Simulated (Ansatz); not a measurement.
# C₃H₈SSi: how energies converge with the basis set

The task here is to estimate one member of a computed series from the others.

Method: one geometry, several basis sets; program: Ansatz 0.2.0, Gaussian basis.

Plan: PBE0-D4/def2-SVP; ωB97M-V/def2-SVP; PBE0-D4/def2-QZVPP; ωB97M-V/def2-QZVPP; the functionals' def2-TZVPP values are taken from earlier runs.

## Structure used throughout

All runs share one geometry, relaxed beforehand with PBE0-D4 in a triple-zeta def2 set.

SMILES `CC[Si]SC`, 13 atoms, charge 0, spin multiplicity 1.

Atoms are counted from 1 here; the program's logs count them from 0.

Bond lengths: C1–C2 1.533 Å, C1–H6 1.094 Å, C1–H7 1.093 Å, C1–H8 1.093 Å, C2–Si3 1.911 Å, C2–H9 1.093 Å, C2–H10 1.095 Å, Si3–S4 2.119 Å, S4–C5 1.815 Å, C5–H11 1.089 Å, C5–H12 1.088 Å, C5–H13 1.090 Å. Angles: C2–C1–H6 111.6°, C2–C1–H7 111.4°, C2–C1–H8 111.8°, H6–C1–H7 107.2°, H6–C1–H8 106.9°, H7–C1–H8 107.6°, C1–C2–Si3 108.6°, C1–C2–H9 110.7°, C1–C2–H10 109.3°, Si3–C2–H9 113.8°, Si3–C2–H10 107.3°, H9–C2–H10 107.0°, C2–Si3–S4 102.7°, Si3–S4–C5 112.3°, S4–C5–H11 110.6°, S4–C5–H12 111.2°, S4–C5–H13 107.0°, H11–C5–H12 109.8° and more.

The first run:

in.yaml

```yaml
crystal:
  periodic: [false, false, false]
  atoms:
    - {symbol: C, position_ang: [-1.535185, 0.536908, -0.572418]}
    - {symbol: C, position_ang: [-0.787609, -0.801231, -0.612532]}
    - {symbol: Si, position_ang: [0.697178, -0.635325, -1.803453]}
    - {symbol: S, position_ang: [2.233261, 0.089548, -0.536215]}
    - {symbol: C, position_ang: [1.707754, 0.182021, 1.198693]}
    - {symbol: H, position_ang: [-1.827165, 0.866308, -1.574253]}
    - {symbol: H, position_ang: [-2.449232, 0.465260, 0.022684]}
    - {symbol: H, position_ang: [-0.921336, 1.332728, -0.142232]}
    - {symbol: H, position_ang: [-0.510042, -1.118711, 0.395799]}
    - {symbol: H, position_ang: [-1.449170, -1.572947, -1.020886]}
    - {symbol: H, position_ang: [1.539453, -0.815790, 1.601247]}
    - {symbol: H, position_ang: [0.804895, 0.780426, 1.305620]}
    - {symbol: H, position_ang: [2.517798, 0.656005, 1.752546]}
basis:
  gaussian: {orbitals: def2-SVP}
hamiltonian: {xc: pbe0, dispersion: d4}
output: {orbitals: {seedname: orbitals}}
```

Started as:

```
ansatz run in.yaml --threads 4 --pin off --events-out ev --progress --plain --max-ram 10444MiB
```

Among the steps run: PBE0-D4 in def2-SVP; ωB97M-V in def2-SVP; PBE0-D4 in def2-QZVPP; ωB97M-V in def2-QZVPP.

One of the session's tables, all rows but one given; the rest of the session is left out.

It belongs to the step «Density functionals: the series». 

```
functional       basis  HOMO (eV)  LUMO (eV)
   PBE0-D4    def2-SVP      -6.24      -1.85
   PBE0-D4  def2-TZVPP      -6.26      -1.90
   PBE0-D4  def2-QZVPP      -6.29      -1.94
   ωB97M-V    def2-SVP      -8.29       0.15
   ωB97M-V  def2-TZVPP          ?          ?
   ωB97M-V  def2-QZVPP      -8.37      -0.07
```

**Question.** Estimate the row for ωB97M-V, def2-TZVPP.

As computed: HOMO (eV): -8.34; LUMO (eV): 0.01. In the column «HOMO (eV)» it lies between ωB97M-V, def2-QZVPP (-8.37) and ωB97M-V, def2-SVP (-8.29).
